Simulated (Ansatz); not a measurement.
# BiTe: strong compression

One table from this session's results is given with a row withheld; the runs are named, their logs left out.

Method: DFT LDA, with the methods named in each step, in Ansatz 0.2.0.

### Starting point

Symmetry: Fm-3m, No. 225, cubic system. Conventional cell: a = 6.507 Å, b = 6.507 Å, c = 6.507 Å, α = 90.00°, β = 90.00°, γ = 90.00°. Bi (site symmetry m-3m) is surrounded by 6 Te at 3.25 Å. Around Te (site symmetry m-3m) lie 6 Bi at 3.25 Å.

Coordinates:

```
CELL_PARAMETERS angstrom
0.00000 3.25332 3.25332
3.25332 0.00000 3.25332
3.25332 3.25332 0.00000
ATOMIC_POSITIONS crystal
Bi 0.00000 0.00000 0.00000
Te 0.50000 0.50000 0.50000
```

Whether this phase is the stable one at these pressures isn't tested.

Atoms are numbered in the order of the input: Bi1, Te2.

The first run:

The input, input.yaml:

```yaml
crystal:
  lattice:
    - [0.0, 3.253316, 3.253316]
    - [3.253316, 0.0, 3.253316]
    - [3.253316, 3.253316, 0.0]
  atoms:
    - { symbol: Bi, position: [0.0, 0.0, 0.0] }
    - { symbol: Te, position: [0.5, 0.5, 0.5] }
kpoints:
  mp_grid: { grid: [10, 10, 10] }
  band_path:
    path:
      - [0.0, 0.0, 0.0]
      - [0.5, 0.0, 0.5]
      - [0.625, 0.25, 0.625]
      - [0.375, 0.375, 0.75]
      - [0.0, 0.0, 0.0]
      - [0.5, 0.5, 0.5]
      - [0.5, 0.25, 0.75]
      - [0.5, 0.0, 0.5]
    npoints: 14
scf:
  occupations: { method: fermi_dirac, width: 0.05 }
hamiltonian:
  xc: lda
  pseudopotentials: { kind: all_electron, lapw: { basis_error: 0.001 } }
output:
  forces: true
  stress: true
  eigenvalues: true
  populations: true
```

On the command line:

```sh
> ansatz run input.yaml --threads 1 --pin off --max-ram 2048MiB --backend cpu --events-out ev --progress --plain --runs-dir out
```

Steps of the session up to this table: The reference volume, LAPW; Volume scaled by 1, norm-conserving; Volume scaled by 0.8, LAPW; Volume scaled by 0.75, LAPW; Volume scaled by 0.45, LAPW; Volume scaled by 0.45, norm-conserving.

One table of the session follows, with a row left open; its other results are not shown here.

```
         method  volume over the first  volume (Å³/atom)  pressure (GPa)
           LAPW                      1            34.433           -3.49
           LAPW                    0.8            27.547           12.09
           LAPW                   0.75            25.825           20.01
           LAPW                   0.45            15.495          208.92
            PAW                      1            34.433           -3.51
            PAW                    0.8                 ?               ?
            PAW                   0.75            25.825           19.97
            PAW                   0.45            15.495          208.93
norm-conserving                      1            34.433           -3.59
norm-conserving                   0.45            15.495          206.67
```

Estimate the missing values for PAW, 0.8.

The run gave: volume (Å³/atom): 27.547; pressure (GPa): 12.06.

To keep in mind: Rows by PAW come from runs of the same series that aren't printed here.
